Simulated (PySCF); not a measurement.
# C₄H₁₁GaO: NMR shifts, electronic excitations and K edges in gas and solvents

Aim: compute the NMR shifts, electronic excitations and K edges of C₄H₁₁GaO (`[GaH3-][O+]1CCCC1`), and see what a dielectric continuum does where one was used.

Programs: PySCF 2.14.0, with density-fitted response routines of our own. Each step states its level of theory. These are calculated values for one molecule, in the gas phase or a continuum, unless marked as measured. Atoms count from 0, in the outputs and in this text.

## 1. The starting structure

17 atoms, charge 0, multiplicity 1; geometry from: GFN2-xTB. The atoms were then displaced at random by about 0.01 Å, so the start is not that level's minimum.

Bonds of the start (Å): Ga0–O1 2.08, O1–C2 1.43, C2–C3 1.49, C3–C4 1.55, C4–C5 1.53, C5–O1 1.41, Ga0–H6 1.57, Ga0–H7 1.52, Ga0–H8 1.57, C2–H9 1.11, C2–H10 1.10, C3–H11 1.08, C3–H12 1.14, C4–H13 1.07, C4–H14 1.09, C5–H15 1.10, C5–H16 1.09.

## 2. Geometry optimisation at PBE0-D3(BJ)/def2-SVP

The job: settings as JSON, then the geometry in Å.

```
{"job": {"xc": "PBE0", "basis": "def2-SVP", "d3": "d3bj", "grid": 1, "shake": 0.01, "kind": "geom"}, "charge": 0, "multiplicity": 1}
Ga     2.359740     0.118580    -0.414470
O      0.599270    -0.298450     0.614520
C     -0.240930     0.785580     1.016940
C     -1.290960     0.882100    -0.037940
C     -1.351910    -0.534640    -0.669900
C     -0.284640    -1.287070     0.126160
H      1.790530     0.802860    -1.712010
H      2.885450    -1.299470    -0.543310
H      2.960180     1.097300     0.654510
H     -0.639550     0.558430     2.026200
H      0.396120     1.678350     1.094130
H     -1.057900     1.626630    -0.777930
H     -2.306580     1.162480     0.402990
H     -1.090820    -0.479300    -1.705680
H     -2.327950    -1.015100    -0.571980
H     -0.719060    -1.810800     0.990790
H      0.302500    -1.975650    -0.482830
```

Command:

```bash
$ OMP_NUM_THREADS=1 python probes_run.py task.json out
```

One launch serves the whole session: the jobs run in the order shown.

Output:

```text
step   0  E = -2158.15916498  max force = 0.048101
step   1  E = -2158.16381380  max force = 0.007221
step   2  E = -2158.16430434  max force = 0.001972
step   3  E = -2158.16435518  max force = 0.001240
step   4  E = -2158.16436429  max force = 0.000645
step   5  E = -2158.16436239  max force = 0.000559
step   6  E = -2158.16436135  max force = 0.000401
step   7  E = -2158.16436228  max force = 0.000220
optimisation converged
```

Run time: 2.6 min. Hardware: 1 thread of Arm Neoverse N1, shared host; peak memory 0.71 GiB.

Step by step:

```tsv
step	energy from step 0 (eV)	largest force component (eV/Å)
0	0.0000	2.4735
1	-0.1265	0.3713
2	-0.1398	0.1014
3	-0.1412	0.0638
4	-0.1415	0.0332
5	-0.1414	0.0287
6	-0.1414	0.0206
7	-0.1414	0.0113
```

Distances of close pairs at the start and the end, largest changes first:

```tsv
bond	before (Å)	after (Å)	change (Å)
Ga0–H7	1.518	1.579	+0.061
C3–H12	1.142	1.099	-0.043
Ga0–O1	2.081	2.124	+0.043
C2–C3	1.492	1.530	+0.038
C4–H13	1.070	1.099	+0.029
C3–H11	1.075	1.098	+0.023
O1–C5	1.413	1.428	+0.015
Ga0–H6	1.573	1.588	+0.015
```

The next job starts from the end point, and lists it.

```tsv
at the end point	value
rotational constants (GHz, main isotopes)	4.708, 1.296, 1.215
dipole moment (D)	4.71
```

## 3. Shielding tensors: PBE0/pcSseg-1 in acetone

The job: settings as JSON, then the geometry in Å.

```
{"job": {"kind": "nmr", "xc": "PBE0", "basis": "pcSseg-1", "solvent": "acetone", "pop": true}, "charge": 0, "multiplicity": 1}
Ga     2.384515     0.507484    -0.349867
O      0.623698     0.055126     0.748930
C     -0.203709     1.149088     1.149450
C     -1.295337     1.241585     0.081821
C     -1.298805    -0.154508    -0.575323
C     -0.255889    -0.937376     0.218359
H      1.668072     1.143118    -1.616821
H      2.921862    -0.971925    -0.477498
H      3.025649     1.499709     0.697053
H     -0.618763     0.916879     2.145026
H      0.436836     2.036543     1.232316
H     -1.049900     2.016197    -0.657206
H     -2.264724     1.502253     0.529159
H     -1.000589    -0.083302    -1.630258
H     -2.282386    -0.643034    -0.536943
H     -0.706099    -1.484315     1.064814
H      0.348850    -1.635976    -0.373969
```

With the program's defaults for keys left out, this is: GIAO PBE0/pcSseg-1 NMR shielding, non-relativistic, IEF-PCM acetone.

Output:

```text
coarse grid: 60512 points
cycle   1  E = -2158.2582056084  dE = -6.018e-02  |g| = 9.978e-01  |ddm| = 3.567e+00
cycle   2  E = -2158.2018611657  dE =  5.634e-02  |g| = 1.169e+00  |ddm| = 9.540e-01
cycle   3  E = -2158.3414690439  dE = -1.396e-01  |g| = 1.361e-01  |ddm| = 6.180e-01
cycle   4  E = -2158.3439995359  dE = -2.530e-03  |g| = 6.399e-02  |ddm| = 1.080e-01
cycle   5  E = -2158.3446059491  dE = -6.064e-04  |g| = 6.596e-03  |ddm| = 4.100e-02
cycle   6  E = -2158.3446119261  dE = -5.977e-06  |g| = 1.602e-03  |ddm| = 5.490e-03
final grid: 128424 points
cycle   7  E = -2158.3446149703  dE = -3.179e-08  |g| = 1.784e-03  |ddm| = 3.779e-03
cycle   8  E = -2158.3446147592  dE =  2.111e-07  |g| = 2.022e-03  |ddm| = 2.615e-03
cycle   9  E = -2158.3446157198  dE = -9.605e-07  |g| = 4.620e-05  |ddm| = 1.378e-03
cycle  10  E = -2158.3446157200  dE = -2.319e-10  |g| = 1.676e-05  |ddm| = 3.456e-05
converged SCF energy = -2158.3446157200

GIAO shielding tensors (ppm)
atom      isotropic    diamagn.    paramagn.     s11        s22        s33       span
  0 Ga    1457.101    2638.999   -1181.898   1367.270   1454.953   1549.080    181.810
  1 O      278.487     400.149    -121.661    196.057    310.002    329.403    133.346
  2 C      111.348     246.767    -135.419     66.497     98.455    169.093    102.596
  3 C      160.024     250.016     -89.992    129.533    173.801    176.739     47.206
  4 C      159.649     249.998     -90.350    129.971    172.765    176.211     46.240
  5 C      111.008     247.639    -136.631     66.499     98.408    168.118    101.619
  6 H       26.949      30.254      -3.304     19.828     26.133     34.887     15.059
  7 H       26.952      29.630      -2.678     20.266     24.271     36.320     16.054
  8 H       26.961      29.541      -2.581     20.302     24.207     36.372     16.070
  9 H       27.664      29.325      -1.661     22.020     26.257     34.715     12.695
 10 H       27.072      29.878      -2.807     22.352     26.841     32.022      9.670
 11 H       29.188      30.174      -0.987     25.443     26.405     35.714     10.271
 12 H       29.326      28.951       0.375     24.442     26.490     37.045     12.603
 13 H       29.202      30.963      -1.760     25.506     26.489     35.613     10.107
 14 H       29.323      29.544      -0.221     24.492     26.442     37.035     12.542
 15 H       27.697      30.154      -2.457     22.081     26.217     34.794     12.713
 16 H       27.060      30.891      -3.831     22.379     26.769     32.033      9.654
```

It took 48 s on 1 thread of Arm Neoverse N1, shared host; peak memory 0.94 GiB.

Shifts follow as δ = σ(reference) − σ, with reference shieldings (ppm) from runs at the same level and on the same kind of geometry: 1H TMS 31.24, 13C TMS 185.4, 17O H2O 342.8, 71Ga GaH4- 1694. The references are single molecules in the same continuum, so shifts against H2O, NH3, PH3, H3PO4 or CFCl3 are not on the usual liquid scales and can be off by tens of ppm. Shifts against hydride references such as AlH4− lie on their own scale. Atoms listed in one row are averaged.

```tsv
atoms	environment	σ (ppm)	δ (ppm)
C2, C5	sp3 CH2 bonded to O	111.2	74.3
C3, C4	sp3 CH2 in a ring	159.8	25.6
H6, H7, H8	hydrogen on a Ga bonded to O	26.95	4.29
H9, H10, H15, H16	hydrogen on an sp3 CH2 bonded to O	27.37	3.87
H11, H12, H13, H14	hydrogen on an sp3 CH2 in a ring	29.26	1.98
Ga0	Ga bonded to O, 3 H	1457	236
O1	donor oxygen of a Lewis adduct	278.5	64.3
```

Charges from the same density, by scheme (e):

```tsv
atoms	Mulliken	IAO	Hirshfeld	ESP fit
Ga0	0.43	0.29	0.26	0.55
O1	-0.63	-0.32	-0.07	-0.30
C2, C5	0.05	-0.06	0.02	-0.01
C3, C4	-0.26	-0.28	-0.07	-0.06
```

Mayer bond orders: Ga0–O1 0.25, O1–C2 0.82, C2–C3 1.04, C3–C4 1.02, C4–C5 1.04, C5–O1 0.82.

Ring of atoms O1, C2, C3, C4, C5: NICS(0) -8.2, NICS(1) -3.9, NICS(1)zz -8.0 ppm (means of both faces).

## 4. Shielding tensors: PBE0/pcSseg-1 in cyclohexane

Settings changed since step 3:

```diff
@@ -1,2 +1,2 @@
-{"job": {"kind": "nmr", "xc": "PBE0", "basis": "pcSseg-1", "solvent": "acetone", "pop": true}, "charge": 0, "multiplicity": 1}
+{"job": {"kind": "nmr", "xc": "PBE0", "basis": "pcSseg-1", "solvent": "cyclohexane", "pop": false}, "charge": 0, "multiplicity": 1}
 Ga     2.384515     0.507484    -0.349867
```

Level: GIAO PBE0/pcSseg-1 NMR shielding, non-relativistic, IEF-PCM cyclohexane.

Output:

```text
coarse grid: 60512 points
cycle   1  E = -2158.2517999013  dE = -5.421e-02  |g| = 1.000e+00  |ddm| = 3.566e+00
cycle   2  E = -2158.1936068188  dE =  5.819e-02  |g| = 1.176e+00  |ddm| = 9.634e-01
cycle   3  E = -2158.3362454002  dE = -1.426e-01  |g| = 1.407e-01  |ddm| = 6.314e-01
cycle   4  E = -2158.3389875838  dE = -2.742e-03  |g| = 6.557e-02  |ddm| = 1.131e-01
cycle   5  E = -2158.3396228387  dE = -6.353e-04  |g| = 6.828e-03  |ddm| = 4.331e-02
cycle   6  E = -2158.3396296636  dE = -6.825e-06  |g| = 1.530e-03  |ddm| = 5.820e-03
final grid: 128424 points
cycle   7  E = -2158.3396306967  dE = -2.985e-08  |g| = 1.697e-03  |ddm| = 3.549e-03
cycle   8  E = -2158.3396304874  dE =  2.093e-07  |g| = 1.947e-03  |ddm| = 2.629e-03
cycle   9  E = -2158.3396313708  dE = -8.834e-07  |g| = 7.428e-05  |ddm| = 1.403e-03
cycle  10  E = -2158.3396313714  dE = -6.366e-10  |g| = 2.188e-05  |ddm| = 5.278e-05
converged SCF energy = -2158.3396313714

GIAO shielding tensors (ppm)
atom      isotropic    diamagn.    paramagn.     s11        s22        s33       span
  0 Ga    1443.253    2639.281   -1196.028   1341.580   1436.399   1551.780    210.201
  1 O      275.626     399.882    -124.256    192.157    306.629    328.093    135.936
  2 C      111.537     246.584    -135.047     67.316     98.551    168.745    101.429
  3 C      159.922     249.965     -90.043    129.465    173.845    176.455     46.990
  4 C      159.572     249.921     -90.349    129.879    172.875    175.961     46.082
  5 C      111.197     247.396    -136.199     67.305     98.512    167.774    100.469
  6 H       26.784      30.100      -3.316     19.685     26.006     34.662     14.977
  7 H       26.761      29.411      -2.650     20.062     24.108     36.111     16.049
  8 H       26.763      29.321      -2.558     20.095     24.035     36.159     16.064
  9 H       27.829      29.538      -1.708     22.199     26.474     34.815     12.616
 10 H       27.062      29.921      -2.859     22.361     26.868     31.958      9.597
 11 H       29.129      30.102      -0.972     25.396     26.330     35.662     10.266
 12 H       29.499      29.147       0.353     24.627     26.728     37.144     12.518
 13 H       29.131      30.867      -1.736     25.442     26.397     35.553     10.111
 14 H       29.497      29.725      -0.228     24.677     26.678     37.134     12.457
 15 H       27.867      30.342      -2.475     22.264     26.440     34.897     12.633
 16 H       27.050      30.870      -3.820     22.388     26.793     31.969      9.581
```

Wall time 43 s (1 thread of Arm Neoverse N1, shared host); peak memory 1 GiB.

Key values: δ C2 73.5, C3 25.1, Ga0 258, O1 62.7, H6 4.49, H9 3.80 ppm (means over like atoms).

## 5. TDDFT and polarisability: CAM-B3LYP/def2-SVPD

Settings changed since step 4:

```diff
@@ -1,2 +1,2 @@
-{"job": {"kind": "nmr", "xc": "PBE0", "basis": "pcSseg-1", "solvent": "cyclohexane", "pop": false}, "charge": 0, "multiplicity": 1}
+{"job": {"kind": "uv", "xc": "CAM-B3LYP", "basis": "def2-SVPD", "dynamic": true, "nstates": 6, "ntriplets": 0}, "charge": 0, "multiplicity": 1}
 Ga     2.384515     0.507484    -0.349867
```

Level: TDDFT CAM-B3LYP/def2-SVPD, vertical, gas phase, core orbitals frozen in the response.

Output:

```text
coarse grid: 60512 points
cycle   1  E = -2158.6289594892  dE =  9.983e-02  |g| = 6.331e-01  |ddm| = 6.589e+00
cycle   2  E = -2158.6152814874  dE =  1.368e-02  |g| = 7.398e-01  |ddm| = 1.443e+00
cycle   3  E = -2158.6912897133  dE = -7.601e-02  |g| = 7.046e-02  |ddm| = 8.553e-01
cycle   4  E = -2158.6920357481  dE = -7.460e-04  |g| = 4.033e-02  |ddm| = 1.310e-01
cycle   5  E = -2158.6922983449  dE = -2.626e-04  |g| = 6.017e-03  |ddm| = 4.577e-02
cycle   6  E = -2158.6923038156  dE = -5.471e-06  |g| = 1.890e-03  |ddm| = 1.455e-02
final grid: 128424 points
cycle   7  E = -2158.6922719818  dE = -2.485e-07  |g| = 1.881e-03  |ddm| = 1.238e-02
cycle   8  E = -2158.6922719989  dE = -1.718e-08  |g| = 1.973e-03  |ddm| = 5.950e-03
cycle   9  E = -2158.6922726332  dE = -6.343e-07  |g| = 1.393e-04  |ddm| = 2.874e-03
cycle  10  E = -2158.6922726362  dE = -3.005e-09  |g| = 1.427e-05  |ddm| = 2.127e-04
cycle  11  E = -2158.6922726363  dE = -7.958e-11  |g| = 1.055e-05  |ddm| = 7.140e-05
converged SCF energy = -2158.6922726363

Static polarisability (au): isotropic 82.633, principal 76.035 83.959 87.905

Singlet excitations
state   eV       nm        f      main configurations
  1   6.4913    191.0   0.00354   H->L+1 0.43, H->L 0.43, H->L+2 0.10
  2   6.6681    185.9   0.00410   H-1->L+1 0.46, H-1->L 0.39, H-1->L+2 0.09
  3   7.2318    171.4   0.11114   H->L+1 0.52, H->L 0.38
  4   7.4175    167.2   0.13875   H-1->L+1 0.49, H-1->L 0.39
  5   7.9469    156.0   0.02005   H->L+3 0.35, H->L+6 0.22, H-1->L+5 0.20
  6   8.0014    155.0   0.00514   H-2->L 0.43, H->L+2 0.32
```

Run time: 1.8 min. Hardware: 1 thread of Arm Neoverse N1, shared host; peak memory 1 GiB.

The orbitals next to the gap, with their largest atomic shares:

```tsv
orbital	eV	atoms
HOMO−3	-11.20	C4 20 %, C3 20 %, H13 11 %
HOMO−2	-10.40	O1 48 %, C2 9 %, C5 9 %
HOMO−1	-9.00	Ga0 39 %, H7 27 %, H8 25 %
HOMO	-8.84	Ga0 37 %, H6 34 %, H8 10 %
LUMO	0.83	Ga0 23 %, C5 8 %, C2 8 %
LUMO+1	1.12	Ga0 67 %, H6 7 %, H8 7 %
LUMO+2	1.62	Ga0 25 %, H9 9 %, H15 9 %
```

With each of the 6 states as a Gaussian band of 0.4 eV half-width at 1/e, the curve within the window shown has maxima at 169 nm (ε 9,700) L/(mol cm). Beyond the last state computed it falls off for lack of states. The curve at chosen wavelengths:

| nm | ε (L/mol/cm) |
| --- | --- |
| 149 | 535 |
| 151 | 871 |
| 154 | 1593 |
| 156 | 2316 |
| 159 | 3988 |
| 161 | 5496 |
| 164 | 7886 |
| 166 | 9100 |
| 169 | 9677 |
| 171 | 9134 |
| 173 | 8008 |
| 176 | 5797 |
| 178 | 4342 |
| 181 | 2585 |
| 183 | 1764 |
| 186 | 989 |
| 188 | 689 |
| 190 | 499 |
| 193 | 326 |
| 195 | 251 |
| 198 | 168 |
| 200 | 126 |
| 203 | 77 |
| 205 | 54 |
| 208 | 30 |
| 210 | 19 |

Ground-state properties from the same run:

```tsv
property	computed
dipole moment (D)	4.65
polarisability (Å³)	12.24
HOMO–LUMO gap (eV)	9.67
−ε(HOMO) (eV)	8.84
C6 with itself (au)	2696
```

[end of part 1 of 2]
